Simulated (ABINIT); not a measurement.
Br:

```
Br
1.0
     3.36325   -2.32255    0.00000
     3.36325    2.32255    0.00000
     0.00000    0.00000    8.70230
Br
4
Direct
  0.36510 0.63490 0.39010
  0.13490 0.86510 0.89010
  0.63490 0.36510 0.60990
  0.86510 0.13490 0.10990
```

- Program: ABINIT 10.8.3 (patched build)
- Task: relaxation of cell and atoms
- Functional: PBEsol
- Potentials or basis: PseudoDojo NC SR PBEsol v0.4.1 standard
- Cutoff: 626 eV
- k mesh: 5 × 5 × 2
- Occupations: fermi-dirac, width 0.05 eV
- Spin: no spin polarisation

At the start: pressure 0.1 GPa; volume 33.99 Å³/atom.

Task: How do energy, volume and symmetry change on relaxing?

Result: Over 28 steps the energy falls by 61.7 meV/atom and the volume is 30.90 Å³/atom (-9.1 %); space group Cmce (No. 64, to 0.05 Å).

The path:
| step | energy change (eV) | largest force (eV/Å) | pressure (GPa) | volume (Å³) |
| --- | --- | --- | --- | --- |
| 1 | 0.0000 | 0.7356 | 0.11 | 135.95 |
| 2 | -0.0198 | 0.5363 | -0.31 | 136.00 |
| 3 | -0.0519 | 0.1289 | -1.25 | 135.55 |
| 4 | -0.0656 | 0.1055 | -1.56 | 134.69 |
| 5 | -0.1071 | 0.3086 | -1.97 | 130.92 |
| 6 | -0.1459 | 0.4838 | -1.53 | 124.74 |
| 7 | -0.1642 | 0.3838 | -1.20 | 124.24 |
| 8 | -0.1921 | 0.1705 | 0.34 | 121.79 |
| 9 | -0.1941 | 0.1418 | 0.17 | 121.69 |
| 10 | -0.1967 | 0.1325 | -0.02 | 121.98 |
| 11 | -0.2079 | 0.1744 | -0.33 | 121.78 |
| 12 | -0.2261 | 0.2004 | -0.52 | 120.98 |
| 13 | -0.2358 | 0.1459 | -0.25 | 119.66 |
| 14 | -0.2381 | 0.0806 | -0.05 | 119.50 |
| 15 | -0.2388 | 0.0382 | 0.15 | 119.39 |
| 16 | -0.2390 | 0.0392 | 0.16 | 119.44 |
| 17 | -0.2419 | 0.0806 | 0.25 | 120.48 |
| 18 | -0.2446 | 0.0903 | 0.20 | 121.91 |
| 19 | -0.2464 | 0.0432 | 0.08 | 123.29 |
| 20 | -0.2467 | 0.0118 | 0.02 | 123.49 |
| 21 | -0.2467 | 0.0026 | 0.01 | 123.37 |
| 22 | -0.2467 | 0.0013 | 0.01 | 123.34 |
| 23 | -0.2467 | 0.0010 | 0.01 | 123.33 |
| 24 | -0.2467 | 0.0003 | 0.00 | 123.31 |
| 25 | -0.2467 | 0.0011 | 0.00 | 123.33 |
| 26 | -0.2467 | 0.0017 | 0.00 | 123.42 |
| 27 | -0.2467 | 0.0012 | 0.00 | 123.54 |
| 28 | -0.2467 | 0.0003 | 0.00 | 123.60 |

Final structure:
```cif
data_structure
_symmetry_space_group_name_H-M 'P 1'
_symmetry_Int_Tables_number 1
_cell_length_a 4.1233
_cell_length_b 4.1233
_cell_length_c 8.5692
_cell_angle_alpha 90.000
_cell_angle_beta 90.000
_cell_angle_gamma 58.035
_cell_volume 123.60
loop_
_atom_site_label
_atom_site_type_symbol
_atom_site_fract_x
_atom_site_fract_y
_atom_site_fract_z
_atom_site_occupancy
Br1 Br 0.34685 0.65315 0.37970 1
Br2 Br 0.15315 0.84685 0.87970 1
Br3 Br 0.65315 0.34685 0.62030 1
Br4 Br 0.84685 0.15315 0.12030 1
```
